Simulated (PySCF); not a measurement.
# CH11GeNSi2: the cost of one run

Programs: PySCF 2.14.0, with density-fitted response routines of our own. Each step states its level of theory. These are calculated values for one molecule in the gas phase, unless marked as measured. Atoms count from 0, in the outputs and in this text.

### 1 The starting structure

16 atoms, charge 0, multiplicity 1; geometry from: GFN2-xTB.

Bonds of the start (Å): N0–Ge1 1.82, Ge1–Si2 2.33, Si2–C3 1.90, C3–Si4 1.90, N0–H5 1.01, N0–H6 1.01, Ge1–H7 1.54, Ge1–H8 1.51, Si2–H9 1.47, Si2–H10 1.47, C3–H11 1.09, C3–H12 1.09, Si4–H13 1.47, Si4–H14 1.46, Si4–H15 1.47.

### 2 TDDFT and polarisability: CAM-B3LYP/def2-SVPD

What the job is given:

```
{"job": {"kind": "uv", "xc": "CAM-B3LYP", "basis": "def2-SVPD", "nstates": 8, "ntriplets": 3}, "charge": 0, "multiplicity": 1}
N     -3.234716    -0.171249    -0.124264
Ge    -1.610858     0.459959     0.417487
Si     0.036583    -0.705428    -0.755590
C      1.627778    -0.822042     0.276171
Si     2.394417     0.850786     0.748806
H     -3.368537    -1.172003    -0.086853
H     -4.055627     0.266656     0.270140
H     -1.509240     0.438500     1.950833
H     -1.754144     1.940321     0.136680
H      0.330861    -0.051573    -2.036536
H     -0.431563    -2.066154    -1.072960
H      1.415110    -1.378530     1.190151
H      2.360286    -1.412295    -0.273499
H      3.600380     0.620035     1.551218
H      2.759686     1.580880    -0.467459
H      1.431985     1.631082     1.531749
```

Method: TDDFT CAM-B3LYP/def2-SVPD, vertical, gas phase, core orbitals frozen in the response.

The run is started by

```
$ OMP_NUM_THREADS=1 python probes_run.py task.json out
```

This one command runs all jobs of the session in turn.

**Question.** How long does this job take on 1 thread of Intel Xeon at 2.50GHz, shared host, and how much memory does it need?

About 2.3 min, with a peak of 0.98 GiB.
